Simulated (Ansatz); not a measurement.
# LiMg6: the cost of one run

Program: Ansatz 0.2.0. Level of theory: DFT PBE, scalar-relativistic, plane waves, PAW. These are calculated values, not measurements.

**1. The structure to begin with**

The structure is cubic, space group Pm-3m (No. 221). The conventional cell has a = 4.797 Å, b = 4.797 Å, c = 4.797 Å, α = 90.00°, β = 90.00°, γ = 90.00°. Li (site symmetry m-3m) is surrounded by 24 Mg at 3.53 Å. Mg (site symmetry 4mm) is surrounded by 5 Mg at 1.99 Å.

Coordinates:

```
CELL_PARAMETERS angstrom
4.79677 0.00000 0.00000
0.00000 4.79677 0.00000
0.00000 0.00000 4.79677
ATOMIC_POSITIONS crystal
Li 0.00000 0.00000 0.00000
Mg 0.50000 0.50000 0.20700
Mg 0.50000 0.50000 0.79300
Mg 0.20700 0.50000 0.50000
Mg 0.79300 0.50000 0.50000
Mg 0.50000 0.20700 0.50000
Mg 0.50000 0.79300 0.50000
```

Recipe of the guess: species swapped into a database cell of ErB6 (Pm-3m, No. 221), with Li on the Er sites and Mg on the B sites. The dimensions are guesses.

**2. A first look at the guess**

The input, input.yaml:

```yaml
crystal:
  lattice:
    - [4.79676845, 0.0, 0.0]
    - [0.0, 4.79676845, 0.0]
    - [0.0, 0.0, 4.79676845]
  atoms:
    - { symbol: Li, position: [0.0, 0.0, 0.0] }
    - { symbol: Mg, position: [0.5, 0.5, 0.207] }
    - { symbol: Mg, position: [0.5, 0.5, 0.793] }
    - { symbol: Mg, position: [0.207, 0.5, 0.5] }
    - { symbol: Mg, position: [0.793, 0.5, 0.5] }
    - { symbol: Mg, position: [0.5, 0.207, 0.5] }
    - { symbol: Mg, position: [0.5, 0.793, 0.5] }
basis:
  ecutwfc: 420
kpoints:
  mp_grid: { grid: [4, 4, 4] }
hamiltonian:
  xc: pbe
scf:
  occupations: { method: gaussian, width: 0.1 }
  lower_state_search: "off"
output:
  forces: true
  stress: true
  eigenvalues: true
```

Launch:

```sh
ansatz run input.yaml --threads 1 --pin off --max-ram 2048MiB --backend cpu --events-out ev --progress --plain --runs-dir out
```

**Question.** How long does this run take on 1 thread of Arm Neoverse N1, shared host, and how much memory does it need?

About 4.9 s, with a peak of 0.33 GiB.
